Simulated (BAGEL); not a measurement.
# CH3AlF2Si (SMILES F[Si]1(F)[CH2][AlH]1): HF/STO-3G (density fitting with qzvpp-jkfit)

Aim: the vertical singlet–triplet gap of CH3AlF2Si at HF/STO-3G (density fitting with qzvpp-jkfit), from 2 runs. 

Program for the calculation: BAGEL 1.2.2.

**1. The structure to begin with**

The species is CH3AlF2Si (8 atoms), meant as a singlet with charge 0. As SMILES, `F[Si]1(F)[CH2][AlH]1`. The coordinates come from a PBE0-D4/def2-TZVP relaxation.

Bond lengths: F1–Si2 1.597 Å, Si2–F3 1.594 Å, Si2–C4 1.856 Å, Si2–Al5 2.326 Å, C4–Al5 1.982 Å, C4–H6 1.090 Å, C4–H7 1.110 Å, Al5–H8 1.583 Å. Some angles: F1–Si2–F3 105.2°, F1–Si2–C4 113.0°, F1–Si2–Al5 117.6°, F3–Si2–C4 118.1°, F3–Si2–Al5 135.7°, C4–Si2–Al5 55.2°, Si2–C4–Al5 74.5°, Si2–Al5–C4 50.3°, Si2–C4–H6 128.6°, Si2–C4–H7 104.0°.

**2. The energy at HF/STO-3G (density fitting with qzvpp-jkfit)**

The input, input.json:

```json
{ "bagel" : [

{
  "title" : "molecule",
  "basis" : "sto-3g",
  "df_basis" : "qzvpp-jkfit",
  "angstrom" : true,
  "geometry" : [
    { "atom" : "F", "xyz" : [       0.512500,      -1.279800,       1.912900 ] },
    { "atom" : "Si", "xyz" : [       0.620800,      -0.879800,       0.370200 ] },
    { "atom" : "F", "xyz" : [       2.073100,      -1.353900,      -0.084200 ] },
    { "atom" : "C", "xyz" : [       0.133000,       0.880900,       0.041800 ] },
    { "atom" : "Al", "xyz" : [      -1.330300,      -0.222700,      -0.713100 ] },
    { "atom" : "H", "xyz" : [       0.193300,       1.739000,       0.710900 ] },
    { "atom" : "H", "xyz" : [       0.645500,       1.128500,      -0.911200 ] },
    { "atom" : "H", "xyz" : [      -2.755800,      -0.069300,      -1.383200 ] }
  ]
},

{ "title" : "hf" },

{ "title" : "print", "file" : "orbitals.molden", "orbitals" : true }

]}
```

Command:

```bash
$ BAGEL_NUM_THREADS=1 BAGEL input.json > input.out
```

Output:

```text
* using 1 threads per process

  ===============================================================
  ===============================================================

  *** Geometry ***

  { "atom" : "F", "xyz" : [      0.968485,     -2.418471,      3.614857 ] },
  { "atom" : "Si", "xyz" : [      1.173142,     -1.662581,      0.699577 ] },
  { "atom" : "F", "xyz" : [      3.917591,     -2.558500,     -0.159115 ] },
  { "atom" : "C", "xyz" : [      0.251334,      1.664660,      0.078991 ] },
  { "atom" : "Al", "xyz" : [     -2.513903,     -0.420842,     -1.347564 ] },
  { "atom" : "H", "xyz" : [      0.365284,      3.286234,      1.343406 ] },
  { "atom" : "H", "xyz" : [      1.219818,      2.132556,     -1.721918 ] },
  { "atom" : "H", "xyz" : [     -5.207707,     -0.130958,     -2.613869 ] },

  Number of auxiliary basis functions:      539

  Since a DF basis is specified, we compute 2- and 3-index integrals:
    o Being stored without compression. Storage requirement is 0.006 GB

  Number of basis functions:       36
  Number of electrons      :       54

    * METHOD: MOLECULE                             0.16

  *** RHF ***

  === Nuclear Repulsion ===
   273.7651703388

      * DIIS with orbital gradients will be used.

  === RHF iteration (sto-3g) ===
      0       -759.65667583          0.01395594           0.03
      1       -759.77553616          0.00334149           0.02
      2       -759.78356533          0.00114539           0.02
      3       -759.78526324          0.00034773           0.02
      4       -759.78538491          0.00010123           0.02
      5       -759.78539849          0.00001530           0.02
      6       -759.78539878          0.00000485           0.02
      7       -759.78539881          0.00000117           0.02
      8       -759.78539881          0.00000038           0.02
      9       -759.78539881          0.00000011           0.02
     10       -759.78539881          0.00000004           0.02
     11       -759.78539881          0.00000001           0.02
     12       -759.78539881          0.00000000           0.02
    * SCF iteration converged.

    * Permanent dipole moment:
           (    1.143217,     0.240037,     0.886067) a.u.

    * METHOD: HF                                   0.40

    * METHOD: PRINT                                0.00

  ===============================================================
```

It took 0.72 s on 1 thread of Intel Xeon 6975P-C (Granite Rapids), shared host; peak memory 0.082 GiB.

**3. The triplet**

The input, calc.json:

```json
{ "bagel": [

{
  "title": "molecule",
  "basis": "sto-3g",
  "df_basis": "qzvpp-jkfit",
  "angstrom": "true",
  "geometry": [
    { "atom": "F", "xyz": [       0.512500,      -1.279800,       1.912900 ] },
    { "atom": "Si", "xyz": [       0.620800,      -0.879800,       0.370200 ] },
    { "atom": "F", "xyz": [       2.073100,      -1.353900,      -0.084200 ] },
    { "atom": "C", "xyz": [       0.133000,       0.880900,       0.041800 ] },
    { "atom": "Al", "xyz": [      -1.330300,      -0.222700,      -0.713100 ] },
    { "atom": "H", "xyz": [       0.193300,       1.739000,       0.710900 ] },
    { "atom": "H", "xyz": [       0.645500,       1.128500,      -0.911200 ] },
    { "atom": "H", "xyz": [      -2.755800,      -0.069300,      -1.383200 ] }
  ]
},

{
  "title": "uhf",
  "nopen": 2
},

{
  "title": "print",
  "file": "orbitals.molden",
  "orbitals": "true"
}

]}
```

Command:

```bash
$ BAGEL_NUM_THREADS=1 BAGEL calc.json > calc.out
```

Output:

```text
* using 1 threads per process

  ===============================================================
  ===============================================================

  *** Geometry ***

  { "atom" : "F", "xyz" : [      0.968485,     -2.418471,      3.614857 ] },
  { "atom" : "Si", "xyz" : [      1.173142,     -1.662581,      0.699577 ] },
  { "atom" : "F", "xyz" : [      3.917591,     -2.558500,     -0.159115 ] },
  { "atom" : "C", "xyz" : [      0.251334,      1.664660,      0.078991 ] },
  { "atom" : "Al", "xyz" : [     -2.513903,     -0.420842,     -1.347564 ] },
  { "atom" : "H", "xyz" : [      0.365284,      3.286234,      1.343406 ] },
  { "atom" : "H", "xyz" : [      1.219818,      2.132556,     -1.721918 ] },
  { "atom" : "H", "xyz" : [     -5.207707,     -0.130958,     -2.613869 ] },

  Number of auxiliary basis functions:      539

  Since a DF basis is specified, we compute 2- and 3-index integrals:
    o Being stored without compression. Storage requirement is 0.006 GB

  Number of basis functions:       36
  Number of electrons      :       54

    * METHOD: MOLECULE                             0.16

  *** Open-shell HF ***

  === Nuclear Repulsion ===
   273.7651703388

      * DIIS with orbital gradients will be used.

  === UHF iteration (sto-3g) ===
      0       -759.51023811          0.02651322           0.05
      1       -759.64175990          0.00662284           0.05
      2       -759.65439350          0.00219948           0.05
      3       -759.65729816          0.00121012           0.05
      4       -759.65875202          0.00036662           0.05
      5       -759.65895641          0.00021544           0.05
      6       -759.65903504          0.00013849           0.05
      7       -759.65908122          0.00011303           0.05
      8       -759.65913893          0.00008405           0.05
      9       -759.65918806          0.00005170           0.05
     10       -759.65920875          0.00002606           0.05
     11       -759.65921286          0.00001265           0.05
     12       -759.65921349          0.00000587           0.05
     13       -759.65921356          0.00000274           0.05
     14       -759.65921357          0.00000186           0.05
     15       -759.65921357          0.00000104           0.05
     16       -759.65921357          0.00000075           0.05
     17       -759.65921358          0.00000059           0.05
     18       -759.65921358          0.00000050           0.05
     19       -759.65921358          0.00000035           0.05
     20       -759.65921358          0.00000024           0.05
     21       -759.65921358          0.00000012           0.05
     22       -759.65921358          0.00000007           0.05
     23       -759.65921358          0.00000004           0.05
     24       -759.65921358          0.00000002           0.05
     25       -759.65921358          0.00000001           0.05
     26       -759.65921358          0.00000001           0.05
    * SCF iteration converged.

    * S^2 (UHF) is 2.0199

    * Permanent dipole moment:
           (    0.448357,    -0.049067,     0.261565) a.u.

    * METHOD: UHF                                  1.38

    * METHOD: PRINT                                0.00

  ===============================================================
```

Wall time 1.7 s (1 thread of Intel Xeon 6975P-C (Granite Rapids), shared host); peak memory 0.082 GiB.

**4. Outcome**

Level: HF/STO-3G (density fitting with qzvpp-jkfit).

```
                                        quantity          value
                           singlet: total energy  -759.78540 Eh
                          singlet: dipole moment         3.73 D
                            singlet: HOMO energy       -4.80 eV
                            singlet: LUMO energy        7.64 eV
                          singlet: HOMO–LUMO gap       12.44 eV
                           triplet: total energy  -759.65921 Eh
                          triplet: dipole moment         1.33 D
                                   triplet: ⟨S²⟩          2.020
vertical energy of the triplet above the singlet       3.434 eV
```

In words: At this shape the triplet lies 3.43 eV (79 kcal/mol) above the singlet. In a minimal basis such a difference can be off by several eV, whatever the method.
